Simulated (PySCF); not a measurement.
The system is F2Si, in a box.

```
F Si
1.0
    11.00000    0.00000    0.00000
     0.00000   12.00000    0.00000
     0.00000    0.00000   10.00000
F Si
2 1
Cartesian
  5.7624 7.2446 5.3138
  6.0248 4.7974 5.1851
  5.0012 5.9514 4.7542
```

Base run:

| Item | Value |
| --- | --- |
| Program | PySCF 2.14.0 |
| Functional | BHandHLYP |
| Potentials or basis | pob-tzvp-rev2 (all-electron) |
| k mesh | 1 × 1 × 1 |
| Occupations | fixed |
| Spin | no spin polarisation |

Its results: gap between the frontier levels 8.44 eV.

Question: After a change of settings the same cell gave: gap between the frontier levels 5.11 eV. Which change was it?
A. functional from BHandHLYP to TPSSh; dispersion from none to D3(BJ)
B. functional from BHandHLYP to SCAN; dispersion from none to D3
C. functional from BHandHLYP to PBE
D. functional from BHandHLYP to SOGGA11

Answer: A.

Caveats: this is a molecule in a periodic box at the Γ point, so its band gap is the HOMO-LUMO gap; the basis of atomic orbitals isn't converged, which shifts pressures, moduli and gaps.
